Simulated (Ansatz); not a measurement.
## C3H7FOSi, SMILES C=C(CF)[SiH2]O: a geometry optimisation, step by step

Computed with Ansatz 0.2.0, Python API.

Input file `c3h7fosi.xyz`:
```text
13

C    -0.79280    1.11080    0.87240
C    -0.37470    0.06850    0.13000
C    -1.11610   -1.23950    0.06270
F    -2.22450   -1.22200    0.85760
Si    1.16080    0.11720   -0.91150
O     2.27660    1.17360   -0.28750
H    -0.26140    2.05840    0.90850
H    -1.70240    1.04360    1.46570
H    -1.45790   -1.45160   -0.95570
H    -0.49190   -2.06990    0.40890
H     0.81870    0.51930   -2.29290
H     1.76260   -1.23410   -0.93060
H     2.40320    1.12550    0.67240
```

Notebook, run cell by cell (the value of a cell's last expression is shown):

**Cell 1**
```python
import itertools

import ansatz
from ase.data import atomic_numbers, covalent_radii
import numpy as np
```

**Cell 2**
```python
system = ansatz.Crystal.molecule_from_extxyz("c3h7fosi.xyz")
```

**Cell 3**
```python
job = (
    system.calculation()
    .basis(gaussian="6-31G*")
    .functional("b3lyp", dispersion="d4")
)
symbols = [site.symbol for site in system.cartesian_sites]
start = np.array([site.position_ang for site in system.cartesian_sites], dtype=float)
def progress(event):
    if event["event"] == "relax_step":
        row = event["data"]
        print(f"step {row['step']:3d}  E = {row['lagrangian_ev']:.6f} eV  largest force component {row['allowed_force_max_ev_ang']:.4f} eV/A")


r = job.relax(force_tolerance=0.005, max_steps=100).session().plan().execute(on_event=progress).report
end = np.array(r["positions_ang"])
```
Output:
```text
step   1  E = -15867.042354 eV  largest force component 1.0008 eV/A
step   2  E = -15867.118496 eV  largest force component 0.2085 eV/A
step   3  E = -15867.121540 eV  largest force component 0.2801 eV/A
step   4  E = -15867.129211 eV  largest force component 0.1582 eV/A
step   5  E = -15867.130585 eV  largest force component 0.1111 eV/A
step   6  E = -15867.132278 eV  largest force component 0.0969 eV/A
step   7  E = -15867.133682 eV  largest force component 0.0583 eV/A
step   8  E = -15867.134434 eV  largest force component 0.0789 eV/A
step   9  E = -15867.135374 eV  largest force component 0.0804 eV/A
step  10  E = -15867.135665 eV  largest force component 0.0507 eV/A
step  11  E = -15867.135015 eV  largest force component 0.0947 eV/A
step  12  E = -15867.135842 eV  largest force component 0.0268 eV/A
step  13  E = -15867.135795 eV  largest force component 0.0339 eV/A
step  14  E = -15867.135787 eV  largest force component 0.0577 eV/A
step  15  E = -15867.135902 eV  largest force component 0.0117 eV/A
step  16  E = -15867.135907 eV  largest force component 0.0131 eV/A
step  17  E = -15867.135922 eV  largest force component 0.0044 eV/A
```

**Cell 4**
```python
for key in ("converged", "free_energy_ev", "reference_energy_ev", "n_frozen", "n_occupied", "n_virtual"):
    print(f"{key:22s} {r[key]}")
```
Output:
```text
converged              True
free_energy_ev         -15867.13616115111
reference_energy_ev    -15866.69009432998
n_frozen               0
n_occupied             [28, 28]
n_virtual              [80, 80]
```

**Cell 5**
```python
# pairs closer than 1.2 times the sum of covalent radii, before or after
radius = [covalent_radii[atomic_numbers[s]] for s in symbols]
span = lambda where, i, j: np.linalg.norm(where[i] - where[j])
bonded = [(i, j) for i, j in itertools.combinations(range(len(symbols)), 2) if min(span(start, i, j), span(end, i, j)) < 1.2 * (radius[i] + radius[j])]
print("pair        before    after (A)")
for i, j in bonded:
    print(f"{symbols[i]}{i}-{symbols[j]}{j}".ljust(10), f"{span(start, i, j):8.4f} {span(end, i, j):8.4f}")
for first, second in list(itertools.combinations(bonded, 2)):
    shared = set(first) & set(second)
    if shared and symbols[(j := shared.pop())] != "H":
        i, k = sorted((set(first) | set(second)) - {j})
        u, v = end[i] - end[j], end[k] - end[j]
        angle = np.degrees(np.arccos(np.clip(u @ v / np.linalg.norm(u) / np.linalg.norm(v), -1, 1)))
        print(f"final angle {symbols[i]}{i}-{symbols[j]}{j}-{symbols[k]}{k}: {angle:.2f} deg")
with open("c3h7fosi_opt.xyz", "w") as handle:
    handle.write(f"{len(symbols)}\nrelaxed C3H7FOSi\n")
    handle.writelines(f"{s:2s} {x:11.6f} {y:11.6f} {z:11.6f}\n" for s, (x, y, z) in zip(symbols, end))
```
Output:
```text
pair        before    after (A)
C0-C1        1.3462   1.3391
C0-H6        1.0870   1.0869
C0-H7        1.0881   1.0868
C1-C2        1.5050   1.5052
C1-Si4       1.8560   1.8778
C2-F3        1.3641   1.3893
C2-H8        1.0950   1.0999
C2-H9        1.0950   1.0995
Si4-O5       1.6584   1.6659
Si4-H10      1.4788   1.4832
Si4-H11      1.4794   1.4941
O5-H12       0.9694   0.9671
final angle C1-C0-H6: 121.47 deg
final angle C1-C0-H7: 121.57 deg
final angle C0-C1-C2: 120.96 deg
final angle C0-C1-Si4: 119.98 deg
final angle H6-C0-H7: 116.96 deg
final angle C2-C1-Si4: 119.06 deg
final angle C1-C2-F3: 112.24 deg
final angle C1-C2-H8: 110.70 deg
final angle C1-C2-H9: 110.59 deg
final angle C1-Si4-O5: 110.65 deg
final angle C1-Si4-H10: 111.94 deg
final angle C1-Si4-H11: 107.89 deg
final angle F3-C2-H8: 107.74 deg
final angle F3-C2-H9: 107.93 deg
final angle H8-C2-H9: 107.46 deg
final angle O5-Si4-H10: 105.39 deg
final angle O5-Si4-H11: 112.28 deg
final angle Si4-O5-H12: 115.81 deg
final angle H10-Si4-H11: 108.71 deg
```

`c3h7fosi_opt.xyz`, as written:
```text
13
relaxed C3H7FOSi
C    -0.728669    1.017827    0.927808
C    -0.378644    0.004336    0.125697
C    -1.226698   -1.235459    0.029666
F    -2.344713   -1.172707    0.851949
Si    1.204777    0.106170   -0.878520
O     2.137185    1.392261   -0.376645
H    -0.124003    1.917987    1.001591
H    -1.632603    0.980661    1.530093
H    -1.577256   -1.387818   -1.001680
H    -0.645943   -2.124240    0.315314
H     0.934649    0.352962   -2.315854
H     1.919329   -1.198931   -0.742305
H     2.462788    1.346751    0.532884
```

Caveats:
- Total energies depend on the basis set; only differences at equal settings carry meaning.
- The end point is the stationary point reached from this start; no frequency run checks that it is a minimum, and the basis set is modest.
- Total less reference energy is the dispersion correction.
- b3lyp holds the VWN-RPA fit, as in Gaussian; the form of ORCA and Turbomole is b3lyp5.
- The whole script took 2 min on 1 thread of Arm Neoverse V1, on a shared host, peak memory 0.33 GiB.

(Lines on the test bed's own set-up are left out of the output.)
